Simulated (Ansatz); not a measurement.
# FGaH7NSi2: up Jacob's ladder to CCSD(T)

One table from this session's results is given with a row withheld; the runs are named, their logs left out.

Method: functionals in def2-TZVPP, the program's frozen cores in correlated methods; program: Ansatz 0.2.0, Gaussian basis.

The runs, in order: PBE-D4, r2SCAN-D4, PBE0-D4, B3LYP-D4, ωB97X-V, ωB97M-V, B2PLYP; CCSD(T)/def2-TZVPP; MP2/def2-QZVPP; extrapolation to the limit.

## The relaxed structure

All runs share one geometry, relaxed beforehand with PBE0-D4 in a triple-zeta def2 set.

12 atoms, charge 0, spin multiplicity 1.

Atoms are counted from 1 here; the program's logs count them from 0.

Bond lengths: N1–Si2 1.727 Å, N1–H6 1.007 Å, N1–H7 1.007 Å, Si2–Ga3 2.437 Å, Si2–H8 1.489 Å, Si2–H9 1.489 Å, Ga3–F4 1.775 Å, Ga3–Si5 2.427 Å, Si5–H10 1.491 Å, Si5–H11 1.491 Å, Si5–H12 1.487 Å. Angles: Si2–N1–H6 119.7°, Si2–N1–H7 119.9°, H6–N1–H7 110.7°, N1–Si2–Ga3 116.4°, N1–Si2–H8 107.5°, N1–Si2–H9 107.8°, Ga3–Si2–H8 108.0°, Ga3–Si2–H9 107.7°, H8–Si2–H9 109.2°, Si2–Ga3–F4 113.6°, Si2–Ga3–Si5 134.5°, F4–Ga3–Si5 111.9°, Ga3–Si5–H10 109.3°, Ga3–Si5–H11 110.2°, Ga3–Si5–H12 112.9°, H10–Si5–H11 107.1°, H10–Si5–H12 108.5°, H11–Si5–H12 108.6°.

The first run:

File in.yaml:

```yaml
crystal:
  periodic: [false, false, false]
  atoms:
    - {symbol: N, position_ang: [-0.714827, -0.440528, 2.378559]}
    - {symbol: Si, position_ang: [-0.662099, -1.475004, 0.996992]}
    - {symbol: Ga, position_ang: [0.157511, -0.479547, -1.071061]}
    - {symbol: F, position_ang: [0.263709, -1.628565, -2.420330]}
    - {symbol: Si, position_ang: [0.898667, 1.741244, -1.712480]}
    - {symbol: H, position_ang: [0.142021, -0.174951, 2.836730]}
    - {symbol: H, position_ang: [-1.386502, 0.309220, 2.418831]}
    - {symbol: H, position_ang: [0.217503, -2.628065, 1.333393]}
    - {symbol: H, position_ang: [-2.044383, -1.969402, 0.746180]}
    - {symbol: H, position_ang: [2.263522, 1.982376, -1.162036]}
    - {symbol: H, position_ang: [-0.000556, 2.774901, -1.124845]}
    - {symbol: H, position_ang: [0.942535, 1.933021, -3.186033]}
basis:
  gaussian: {orbitals: def2-TZVPP}
hamiltonian: {xc: pbe, dispersion: d4}
output: {forces: true, orbitals: {seedname: orbitals}}
```

The run is started by

```sh
ansatz run in.yaml --threads 2 --pin off --events-out ev --progress --plain --max-ram 32768MiB --backend cuda --devices 0, --max-vram 18GiB
```

Steps of the session up to this table: PBE-D4 (GGA); r2SCAN-D4 (meta-GGA); PBE0-D4 (hybrid); B3LYP-D4 (hybrid); ωB97X-V (range-separated); ωB97M-V (range-separated); B2PLYP (double hybrid); CCSD(T) in def2-TZVPP; MP2 in def2-QZVPP.

One of the session's tables, all rows but one given; the rest of the session is left out.

| method | atomisation energy (eV) |
| --- | --- |
| PBE-D4 | 37.848 |
| r2SCAN-D4 | 37.782 |
| PBE0-D4 | 37.352 |
| B3LYP-D4 | 37.716 |
| ωB97X-V | ? |
| ωB97M-V | 37.765 |
| B2PLYP | 37.259 |
| HF/def2-TZVPP | 27.287 |
| MP2/def2-TZVPP | 37.028 |
| CCSD/def2-TZVPP | 36.400 |
| CCSD(T)/def2-TZVPP | 36.873 |
| MP2/CBS | 38.087 |
| CCSD(T)/CBS | 37.933 |

Estimate the missing values for ωB97X-V.

As computed: atomisation energy (eV): 38.155. In the column «atomisation energy (eV)» it is the highest.
